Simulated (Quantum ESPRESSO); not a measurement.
Crystal: Cu.

```
Cu
1.0
    -1.64000    1.64000    1.15000
     1.64000   -1.64000    1.15000
     1.64000    1.64000   -1.15000
Cu
1
Direct
  0.00000 0.00000 0.00000
```

The cell was built by a generator and needn't be a form met in nature.

Base run:

```yaml
Program: Quantum ESPRESSO 7.5
Functional: PBEsol
Potentials_or_basis: GBRV 1.5 PBEsol
Cutoff: 762 eV
Density_cutoff: 6095 eV
k_mesh: 16 × 16 × 20
Occupations: methfessel-paxton, width 0.1 eV
Spin: no spin polarisation
```

Its results: band gap on the k mesh none (metal or under the smearing width); pressure -3.7 GPa.

Q: The run is repeated on the same cell with these changes: functional from PBEsol to LDA; potentials or basis from GBRV 1.5 PBEsol to GBRV 1.5 LDA. What comes out?

A: Band gap on the k mesh none (metal or under the smearing width); pressure -9.3 GPa.

Not every run made on this cell is shown here.
